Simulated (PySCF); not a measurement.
# OsBr6 (-3): ligand-field states, spin distribution, part 2 of 2

PySCF 2.14.0. Atoms count from 0.

### Step 6. Ligand-field states: state-averaged CASSCF (basis x2c-TZVPall) in water

Job settings and geometry (Å):

```
{"job": {"kind": "lf", "basis": "x2c-TZVPall", "nevpt": true, "solvent": "water"}, "charge": -3, "metal": "Os", "open_shell": "d5"}
Os     0.000000     0.000000     0.000000
Br     2.563646     0.000000     0.000000
Br    -2.563646    -0.000000    -0.000000
Br    -0.000000     2.563646     0.000000
Br     0.000000    -2.563646    -0.000000
Br    -0.000000    -0.000000     2.563646
Br     0.000000     0.000000    -2.563646
```

With the program's defaults for keys left out, this is: state-averaged CASSCF of the metal d shell, SC-NEVPT2 on the averaged canonical orbitals, state-interaction spin-orbit coupling.

Log:

```text
basis functions 369, electrons 289, active (5e, 5o)
stage 1: DIIS on the effective Fock matrix, level shift 0.30
cycle   1  E = -32872.5514727326  dE = -3.287e+04  max|g| = 1.954e+00
cycle   2  E = -32876.3621343905  dE = -3.811e+00  max|g| = 1.707e+00
cycle   3  E = -32878.6723239215  dE = -2.310e+00  max|g| = 9.837e-01
cycle   4  E = -32879.5937784375  dE = -9.215e-01  max|g| = 1.115e-01
cycle   5  E = -32879.6405069786  dE = -4.673e-02  max|g| = 5.436e-02
cycle   6  E = -32879.6464022753  dE = -5.895e-03  max|g| = 2.097e-02
cycle   7  E = -32879.6479370393  dE = -1.535e-03  max|g| = 1.653e-02
cycle   8  E = -32879.6482562389  dE = -3.192e-04  max|g| = 1.037e-02
cycle   9  E = -32879.6483533256  dE = -9.709e-05  max|g| = 4.982e-03
cycle  10  E = -32879.6483714725  dE = -1.815e-05  max|g| = 2.316e-03
cycle  11  E = -32879.6483754817  dE = -4.009e-06  max|g| = 1.194e-03
cycle  12  E = -32879.6483767421  dE = -1.260e-06  max|g| = 4.970e-04
cycle  13  E = -32879.6483770339  dE = -2.918e-07  max|g| = 2.443e-04
cycle  14  E = -32879.6483771306  dE = -9.676e-08  max|g| = 1.740e-04
cycle  15  E = -32879.6483771799  dE = -4.924e-08  max|g| = 9.806e-05
cycle  16  E = -32879.6483771876  dE = -7.676e-09  max|g| = 6.765e-05
cycle  17  E = -32879.6483771935  dE = -5.966e-09  max|g| = 5.933e-05
cycle  18  E = -32879.6483771973  dE = -3.820e-09  max|g| = 4.333e-05
cycle  19  E = -32879.6483771994  dE = -2.074e-09  max|g| = 3.855e-05
cycle  20  E = -32879.6483772006  dE = -1.222e-09  max|g| = 3.201e-05
cycle  21  E = -32879.6483772012  dE = -5.311e-10  max|g| = 3.088e-05
cycle  22  E = -32879.6483772017  dE = -5.093e-10  max|g| = 2.323e-05
cycle  23  E = -32879.6483772020  dE = -3.420e-10  max|g| = 2.418e-05
cycle  24  E = -32879.6483772023  dE = -3.129e-10  max|g| = 1.953e-05
cycle  25  E = -32879.6483772025  dE = -1.819e-10  max|g| = 1.915e-05
cycle  26  E = -32879.6483772026  dE = -1.091e-10  max|g| = 1.532e-05
cycle  27  E = -32879.6483772027  dE = -1.091e-10  max|g| = 1.322e-05
cycle  28  E = -32879.6483772028  dE = -1.091e-10  max|g| = 1.297e-05
cycle  29  E = -32879.6483772029  dE = -8.004e-11  max|g| = 1.374e-05
cycle  30  E = -32879.6483772030  dE = -5.821e-11  max|g| = 1.224e-05
cycle  31  E = -32879.6483772031  dE = -8.731e-11  max|g| = 1.076e-05
cycle  32  E = -32879.6483772031  dE = -4.366e-11  max|g| = 9.432e-06
converged average energy = -32879.6483772031

 mult deg   label        CASSCF/cm-1   NEVPT2/cm-1
   2   3   2T2g                0.0           0.0
   4   3   4T1g             6930.7       13318.4
   4   3   4T2g            11470.9       16866.7
   6   1   6A1g             6581.3       19872.7
   2   3   2T1g            15063.5       20813.4
   2   1   2A2g            16206.2       22091.9
   2   3   2T2g            17811.4       23410.6
   2   2   2Eg             19490.2       24751.7
   2   3   2T2g            23989.7       27275.8
   2   3   2T1g            23251.2       27707.9
   2   1   2A1g            26941.4       30858.9
   4   1   4A1g            23370.0       34136.8
   4   2   4Eg             24245.3       34727.0
   2   2   2Eg             30526.1       37099.9
   4   3   4T2g            27578.1       37906.3
   4   2   4Eg             28582.6       38136.8
   2   1   2A1g            31882.9       41238.9
   4   1   4A2g            34188.8       41305.0
   2   3   2T2g            34068.8       43675.7
   2   2   2Eg             36616.5       44759.9
   4   3   4T1g            36446.2       45322.8
   2   3   2T1g            38115.9       46758.6
   2   3   2T2g            38520.9       46849.6
   2   1   2A2g            39480.1       47235.6
   2   3   2T1g            39592.6       47366.3
   2   1   2A1g            41744.3       48221.3
   2   2   2Eg             43371.0       49277.6
   2   3   2T1g            46196.4       53612.8
   2   2   2Eg             49841.1       53769.6
   2   3   2T2g            47842.6       54880.9
   4   3   4T1g            48497.6       60541.5
   4   3   4T2g            53168.3       64100.6
   2   3   2T1g            54907.2       64453.5
   2   3   2T1g            58829.4       64822.4
   2   3   2T2g            58682.5       65480.2
   2   1   2A2g            57406.1       68892.9
   2   3   2T2g            63457.2       70167.5
   2   2   2Eg             61981.6       71682.3
   2   3   2T2g            65018.7       72875.1
   2   3   2T1g            71161.7       75937.7
   2   1   2A1g            69918.2       77521.7
   2   2   2Eg             82774.7       86357.2
   2   3   2T2g            86326.1       94243.7

spin-orbit levels / cm-1
      0.00  x2  2T2g 0.88 4T1g 0.08
   6127.09  x4  2T2g 0.90 4T1g 0.06
  15204.50  x4  4T1g 0.64 4T2g 0.14 6A1g 0.11
  17078.73  x2  4T1g 0.69 6A1g 0.18 2T2g 0.07
  18312.57  x4  4T1g 0.79 4T2g 0.13
  19296.57  x2  4T1g 0.84 4T2g 0.12
  21674.87  x2  4T2g 0.81 4T1g 0.12
  21987.14  x4  4T2g 0.62 4T1g 0.12 2T1g 0.09
  22100.86  x4  4T2g 0.75 4T1g 0.09 2T2g 0.08
  22113.98  x2  4T2g 0.76 2A2g 0.11 2T2g 0.04
  24303.19  x4  2T1g 0.69 4T2g 0.15 2Eg 0.05
  26474.38  x2  2T2g 0.41 2A2g 0.26 6A1g 0.20
  26792.89  x4  6A1g 0.76 4T1g 0.13 2Eg 0.04
  26834.77  x2  2T1g 0.78 2T1g 0.12
  27059.60  x2  6A1g 0.57 2A2g 0.16 4T1g 0.13
  29220.68  x2  2A2g 0.37 2T2g 0.36 4T2g 0.17
  29411.50  x4  2T2g 0.40 2T2g 0.37 2T1g 0.07
  30496.29  x4  2Eg 0.34 2T2g 0.21 2T2g 0.17
  31066.57  x4  2Eg 0.46 2T2g 0.15 2T1g 0.13
  33399.77  x2  2T1g 0.67 2T1g 0.15 2A1g 0.08
```

Run time: 5.4 min. Hardware: 1 thread of Arm Neoverse V1, shared host; peak memory 1.2 GiB.

Warnings kept with the result: strongly covalent, metal-shell active space is small for this complex.

Key values:

```
             quantity      value
spin-orbit constant ζ  2982 cm⁻¹
```

Powder susceptibility:

```
T (K)  χT (cm³ K/mol)  μ(eff)
    2           0.416    1.82
   20           0.421    1.83
  100           0.438    1.87
  300           0.483    1.97
```

### Step 7. Ligand-field states: state-averaged CASSCF (avg hs) in water

The job, as its differences from that of step 6:

```diff
@@ -1,2 +1,2 @@
-{"job": {"kind": "lf", "basis": "x2c-TZVPall", "nevpt": true, "solvent": "water"}, "charge": -3, "metal": "Os", "open_shell": "d5"}
+{"job": {"kind": "lf", "basis": {"metal": "x2c-TZVPall", "ligand": "x2c-SVPall"}, "nevpt": true, "solvent": "water", "avg": "hs"}, "charge": -3, "metal": "Os", "open_shell": "d5"}
 Os     0.000000     0.000000     0.000000
```

Level: state-averaged CASSCF of the metal d shell, SC-NEVPT2 on the averaged canonical orbitals, state-interaction spin-orbit coupling.

Log:

```text
basis functions 273, electrons 289, active (5e, 5o)
stage 1: DIIS on the effective Fock matrix, level shift 0.30
cycle   1  E = -32871.2082054382  dE = -3.287e+04  max|g| = 2.126e+00
cycle   2  E = -32875.0907324035  dE = -3.883e+00  max|g| = 1.248e+00
cycle   3  E = -32876.7690744218  dE = -1.678e+00  max|g| = 6.630e-01
cycle   4  E = -32877.0233414795  dE = -2.543e-01  max|g| = 6.894e-02
cycle   5  E = -32877.0382150867  dE = -1.487e-02  max|g| = 3.806e-02
cycle   6  E = -32877.0417621675  dE = -3.547e-03  max|g| = 1.814e-02
cycle   7  E = -32877.0428751330  dE = -1.113e-03  max|g| = 8.146e-03
cycle   8  E = -32877.0430809172  dE = -2.058e-04  max|g| = 3.838e-03
cycle   9  E = -32877.0431325144  dE = -5.160e-05  max|g| = 2.366e-03
cycle  10  E = -32877.0431431378  dE = -1.062e-05  max|g| = 2.149e-03
cycle  11  E = -32877.0431482792  dE = -5.141e-06  max|g| = 1.905e-03
cycle  12  E = -32877.0431512648  dE = -2.986e-06  max|g| = 1.518e-03
cycle  13  E = -32877.0431524485  dE = -1.184e-06  max|g| = 1.291e-03
cycle  14  E = -32877.0431530560  dE = -6.075e-07  max|g| = 1.304e-03
cycle  15  E = -32877.0431537613  dE = -7.053e-07  max|g| = 1.002e-03
cycle  16  E = -32877.0431540639  dE = -3.027e-07  max|g| = 9.536e-04
cycle  17  E = -32877.0431535866  dE =  4.773e-07  max|g| = 1.072e-03
cycle  18  E = -32877.0431529884  dE =  5.982e-07  max|g| = 1.140e-03
cycle  19  E = -32877.0431515465  dE =  1.442e-06  max|g| = 1.301e-03
cycle  20  E = -32877.0431493923  dE =  2.154e-06  max|g| = 1.601e-03
cycle  21  E = -32877.0431458848  dE =  3.507e-06  max|g| = 2.108e-03
cycle  22  E = -32877.0431385108  dE =  7.374e-06  max|g| = 2.703e-03
cycle  23  E = -32877.0431213780  dE =  1.713e-05  max|g| = 3.384e-03
cycle  24  E = -32877.0430703288  dE =  5.105e-05  max|g| = 6.585e-03
cycle  25  E = -32877.0428834865  dE =  1.868e-04  max|g| = 1.373e-02
cycle  26  E = -32877.0421261562  dE =  7.573e-04  max|g| = 2.867e-02
stage 2: quasi-Newton rotations from the point of smallest gradient
cycle  28  E = -32877.0431558174  dE = -1.754e-06  max|g| = 6.293e-04
cycle  29  E = -32877.0431564104  dE = -5.930e-07  max|g| = 1.629e-04
cycle  30  E = -32877.0431564465  dE = -3.615e-08  max|g| = 6.903e-05
cycle  31  E = -32877.0431564498  dE = -3.296e-09  max|g| = 1.328e-05
cycle  32  E = -32877.0431564502  dE = -3.420e-10  max|g| = 3.985e-06
converged average energy = -32877.0431564502

 mult deg   label        CASSCF/cm-1   NEVPT2/cm-1
   2   3   2T2g                0.0           0.0
   4   3   4T1g             6235.9       12222.5
   4   3   4T2g            11066.0       16088.5
   6   1   6A1g             3916.8       17345.4
   2   3   2T1g            15414.4       20401.0
   2   1   2A2g            16437.0       21536.7
   2   3   2T2g            18180.6       22982.6
   2   2   2Eg             19960.0       24391.8
   2   3   2T2g            25197.2       27421.0
   2   3   2T1g            24043.4       27534.8
   2   1   2A1g            27846.5       31268.8
   4   1   4A1g            22916.6       32864.2
   4   2   4Eg             23587.5       33523.4
   4   3   4T2g            27124.6       36564.0
   4   2   4Eg             28400.1       36944.3
   2   2   2Eg             31285.7       37051.6
   2   1   2A1g            32533.3       40343.0
   4   1   4A2g            34666.2       40862.6
   2   3   2T2g            34431.3       42918.7
   2   2   2Eg             37372.1       44204.8
   4   3   4T1g            36702.1       44521.0
   2   3   2T1g            38906.3       46286.7
   2   3   2T2g            39502.8       46317.5
   2   1   2A2g            40394.4       46887.3
   2   3   2T1g            40451.4       46990.2
   2   1   2A1g            43172.7       47953.7
   2   2   2Eg             44785.8       49389.0
   2   3   2T1g            47643.4       53552.4
   2   2   2Eg             52124.0       54143.3
   2   3   2T2g            49202.9       55067.7
   4   3   4T1g            48362.7       59375.6
   4   3   4T2g            53337.2       63315.4
   2   3   2T1g            60844.0       64585.7
   2   3   2T1g            55882.3       64984.6
   2   3   2T2g            60409.9       66153.1
   2   1   2A2g            58059.0       68224.4
   2   3   2T2g            65455.1       71074.1
   2   2   2Eg             63212.4       71239.3
   2   3   2T2g            66668.2       72169.7
   2   3   2T1g            73956.7       76100.9
   2   1   2A1g            71800.1       77725.2
   2   2   2Eg             86216.0       87210.7
   2   3   2T2g            88412.5       93999.4

spin-orbit levels / cm-1
      0.00  x2  2T2g 0.86 4T1g 0.10
   6511.42  x4  2T2g 0.87 4T1g 0.09
  14303.06  x4  4T1g 0.60 6A1g 0.15 4T2g 0.12
  16217.99  x2  4T1g 0.61 6A1g 0.24 2T2g 0.08
  17782.44  x4  4T1g 0.78 4T2g 0.13
  18819.42  x2  4T1g 0.86 4T2g 0.10
  21468.11  x2  4T2g 0.82 4T1g 0.10
  21619.19  x4  4T2g 0.62 6A1g 0.10 2T2g 0.08
  21787.46  x2  4T2g 0.75 2A2g 0.11 2T2g 0.04
  21862.61  x4  4T2g 0.74 4T1g 0.11 2T2g 0.05
  24273.19  x4  2T1g 0.68 4T2g 0.14 2Eg 0.05
  25491.17  x4  6A1g 0.67 4T1g 0.20 2Eg 0.04
  25514.85  x2  6A1g 0.64 4T1g 0.19 2T2g 0.08
  26667.40  x2  2A2g 0.40 2T2g 0.39 2T2g 0.05
  26969.76  x2  2T1g 0.76 2T1g 0.13 4Eg 0.03
  29315.47  x2  2A2g 0.37 2T2g 0.34 4T2g 0.18
  29582.65  x4  2T2g 0.44 2T2g 0.31 2T1g 0.08
  30730.41  x4  2Eg 0.38 2T2g 0.21 2T2g 0.11
  31292.02  x4  2Eg 0.41 2T2g 0.16 2T1g 0.15
  33696.50  x2  2T1g 0.64 2T1g 0.16 2A1g 0.08
```

Wall time 2.9 min (1 thread of Arm Neoverse V1, shared host); peak memory 1.1 GiB.

Warnings kept with the result: strongly covalent, metal-shell active space is small for this complex.

In short:

```
             quantity      value
spin-orbit constant ζ  3206 cm⁻¹
```

Powder susceptibility:

```
T (K)  χT (cm³ K/mol)  μ(eff)
    2           0.443    1.88
   20           0.447    1.89
  100           0.465    1.93
  300           0.512    2.02
```

### Step 8. Ligand field across the series

From the NEVPT2 states (cm⁻¹; the spread is that of the fitted one-electron ligand-field levels):

```
step            setting  ground state     next state  orbital spread  Racah B     ζ  μ(eff), 300 K
   3           as given          2T2g  4T1g at 13372           22061      589  3000           1.97
   6  basis x2c-TZVPall          2T2g  4T1g at 13318           21657      571  2982           1.97
   7             avg hs          2T2g  4T1g at 12222           21355      612  3206           2.02
```

### Step 9. Summary of results

This closing draws on all 2 parts.

| quantity | value |
| --- | --- |
| rotational constants (main isotopes) | 0.25, 0.24, 0.24 GHz |
| spin-orbit constant ζ (step 3, state-averaged CASSCF in water) | 3000 cm⁻¹ |
| ground multiplicity, μ(eff) at 300 K (step 3, 6 donors at 2.56 Å) | 2, 1.97 μB |
| ground multiplicity, μ(eff) at 300 K (step 6, 6 donors at 2.56 Å) | 2, 1.97 μB |
| ground multiplicity, μ(eff) at 300 K (step 7, 6 donors at 2.56 Å) | 2, 2.02 μB |

In words: Relaxing lowered the energy by 0.325 eV in 15 steps; the close pair that moved most is Os0–Br5, from 2.455 to 2.562 Å. The next job takes another geometry, as its input shows. No frequency check was run at this level, so the end point may be a saddle. In step 3, χT goes from 0.42 at 2 K to 0.49 cm³ K/mol at 300 K, as higher levels fill or mix in. The bonding is strongly covalent, and an active space of the metal's shell alone is small for it, so these values are rough.
